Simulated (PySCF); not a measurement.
# HgTe+: from the state search to spectroscopic constants

One table from this session's results is given with a row withheld; the runs are named, their logs left out.

Method: Hg def2-SVP with ECP60, Te def2-SVP with ECP28, scalar-relativistic core potentials; program: PySCF 2.14.0.

The first run:

Settings of the job:

* atoms: Hg, Te
* charge: 1
* basis: Hg def2-SVP with ECP60, Te def2-SVP with ECP28
* Hamiltonian: scalar-relativistic core potentials
* basis functions: 58
* electrons treated: 43
* masses in u: 201.9706, 129.9062
* levels: PBE0, PBE, r²SCAN, M06-L, B3LYP, BLYP, HSE06, HF, MP2, SCS-MP2
* grid: 80 radial by 434 angular points
* occupations: held fixed by the projection of orbital angular momentum
* dissociation limit: Hg + Te+, each in its ground configuration
* starting distance in angstrom: 2.795
* values of 2S to try: 1, 3

Started as:

```console
$ OMP_NUM_THREADS=1 python dia.py task.json out
```

Among the steps run: Input; The PBE0 curve of the state that the search chose; Other states along the same grid; PBE; r²SCAN; M06-L; B3LYP; BLYP; HSE06; UHF (mean field).

One table of the session follows, with a row left open; its other results are not shown here.

Energy (eV) from each level's lowest point:

```
R (Å)    UHF  UHF-MP2  UHF-SCS-MP2    PBE   BLYP
2.688  0.422    0.323        0.372  0.334  0.440
2.812  0.201    0.141        0.173  0.151  0.225
2.938  0.076    0.045        0.064  0.052  0.100
3.031  0.027    0.012        0.022  0.015  0.045
3.125  0.003    0.000        0.003  0.000  0.014
3.219      ?        ?            ?      ?      ?
3.344  0.017    0.019        0.010  0.018  0.001
3.500  0.061    0.045        0.032  0.055  0.021
3.688  0.129    0.071        0.056  0.110  0.059
3.938  0.220    0.088        0.072  0.183  0.116
```

Q: Estimate the row for R (Å) = 3.219 from the others.

Worked estimate for «UHF». A straight line through the neighbours (3.125, 0.003) and (3.344, 0.017) gives 0.003 + (0.017 − 0.003) × (3.219 − 3.125) / (3.344 − 3.125) = 0.009; a parabola fitted to 4 rows on both sides gives 0.001.

**Answer.** UHF: 0.000; UHF-MP2: 0.002; UHF-SCS-MP2: 0.000; PBE: 0.000; BLYP: 0.000. In «UHF» the line misses by +0.009 and the parabola by +0.001.
